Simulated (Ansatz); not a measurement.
# ZnCdO2: a single-point run

The task is a single-point run on ZnCdO2. The structure is shown as the input types it. The cell is built on a prototype (ordering on rocksalt) and needn't be the phase found in nature.

Program: Ansatz 0.2.0. Level of theory: density functional or hybrid calculation with the settings of its input, plane waves (as first typed). These are calculated values, not measurements.

2 further runs of the same task are left out: 2 that didn't finish.

### Step 1. The structure to begin with

It takes space group P4/mmm (No. 123, tetragonal). Conventional cell: a = 3.201 Å, b = 3.201 Å, c = 4.515 Å, α = 90.00°, β = 90.00°, γ = 90.00°. Cd (site symmetry 4/mmm) is surrounded by 6 O at 2.26 Å. O (site symmetry 4/mmm) has 2 Cd at 2.26 Å and 4 Zn at 2.26 Å as nearest neighbours. Around Zn (site symmetry 4/mmm) lie 6 O at 2.26 Å. O (site symmetry 4/mmm) is surrounded by 2 Zn at 2.26 Å and 4 Cd at 2.26 Å.

As a file:

```
Cd O Zn
1.0
     3.20144    0.00000    0.00000
     0.00000    3.20144    0.00000
     0.00000    0.00000    4.51508
Cd O Zn
1 2 1
Direct
  0.00000 0.00000 0.00000
  0.00000 0.00000 0.50000
  0.50000 0.50000 0.00000
  0.50000 0.50000 0.50000
```

### Step 2. The calculation

input.yaml

```yaml
crystal:
  lattice:
    - [3.2014430188, 0.0, 0.0]
    - [0.0, 3.2014430188, 0.0]
    - [0.0, 0.0, 4.5150801522]
  atoms:
    - { symbol: Cd, position: [0.0, 0.0, 0.0] }
    - { symbol: O, position: [0.0, 0.0, 0.5] }
    - { symbol: Zn, position: [0.5, 0.5, 0.5] }
    - { symbol: O, position: [0.5, 0.5, 0.0] }
kpoints:
  mp_grid: { grid: [6, 6, 4] }
hamiltonian:
  xc: pbesol
scf:
  occupations: { method: fermi_dirac, width: 0.02 }
  n_extra_bands: 5
  convergence: { dr2_threshold: 1.0 }
  max_iter: 70
output:
  forces: true
  stress: true
  eigenvalues: true
```

The run is started by

```console
$ ansatz run input.yaml --threads 4 --pin off --max-ram 3686MiB --backend cpu --events-out ev --progress --plain --runs-dir out
```

**Question.** How will this run end, and is anything wrong with its input?

The run converged and reported no error, with warnings (force scf threshold loose, stress scf threshold loose). Its log warns: «scf.convergence.dr2_threshold = 1e0 eV is looser than this run's default, which is 1e-7 eV or tighter. The error in the forces grows as the threshold's square root ...»

The threshold asked is loose, but the program put off the close and ended at dr2 = 1.4e-7, so little accuracy was lost here.

The test: delete scf.convergence.dr2_threshold (the default then holds).
